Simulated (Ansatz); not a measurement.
## CH₁₀PSi₃, SMILES [SiH2][SiH](P)C[SiH3]: a comparison of dispersion corrections

Program: Ansatz's Python interface.

Script `disp_ch10psi3.py`:
```python
# -*- coding: utf-8 -*-
"""Size of D3 and D4 in CH10PSi3."""

import ansatz as az

GEOMETRY = """
Si   -1.22160   -1.87590    0.97060
Si   -0.50250    0.23960    0.91230
P    -2.24000    1.58840    1.09240
C     0.37510    0.58440   -0.70220
Si    1.98980   -0.35250   -0.77390
H    -2.10580   -2.11520   -0.17940
H    -0.07100   -2.78850    0.90490
H     0.41460    0.48310    2.03570
H    -1.48550    2.76850    0.70760
H    -2.71240    1.31120   -0.25310
H     0.58500    1.67100   -0.77700
H    -0.27220    0.27670   -1.54890
H     1.72830   -1.79860   -0.73910
H     2.68930   -0.01790   -2.02290
H     2.82900    0.02550    0.37290
"""


def main():
    geometry = az.Crystal.molecule()
    for line in GEOMETRY.strip().splitlines():
        symbol, *xyz = line.split()
        geometry = geometry.atom(symbol, [float(v) for v in xyz])

    setup = (
        geometry.calculation()
        .basis(gaussian="def2-SVP")
        .spin("collinear", total=1)
    )
    for name in ["b3lyp", "pbe0"]:
        for correction in ("d3bj", "d4"):
            report = setup.functional(name, dispersion=correction).run(threads=1).report
            print(f"{name:8s} {correction:5s} total {report['free_energy_ev']:.5f} eV, of which dispersion {1000 * report['dispersion']['energy']['ev']:.2f} meV")


if __name__ == "__main__":
    main()
```

Output of `python disp_ch10psi3.py`:
```text
b3lyp    d3bj  total -34112.27294 eV, of which dispersion -905.14 meV
b3lyp    d4    total -34112.15741 eV, of which dispersion -789.61 meV
pbe0     d3bj  total -34094.75037 eV, of which dispersion -454.07 meV
pbe0     d4    total -34094.71881 eV, of which dispersion -422.50 meV
```

Caveats:
- Total energies depend on the basis set; only differences at equal settings carry meaning.
- The geometry is a force-field or estimated start, not a minimum of this method, and the basis set is short of its limit. D4 holds the three-body term, and d3bj doesn't.
- The species is open-shell (spin multiplicity 2).
- b3lyp holds the VWN-RPA fit, as in Gaussian; the form of ORCA and Turbomole is b3lyp5.
- Hardware and time: 52 s on 1 thread of AMD EPYC 7R43 64-Core Processor (Zen 3) (shared host), peak memory 0.55 GiB.
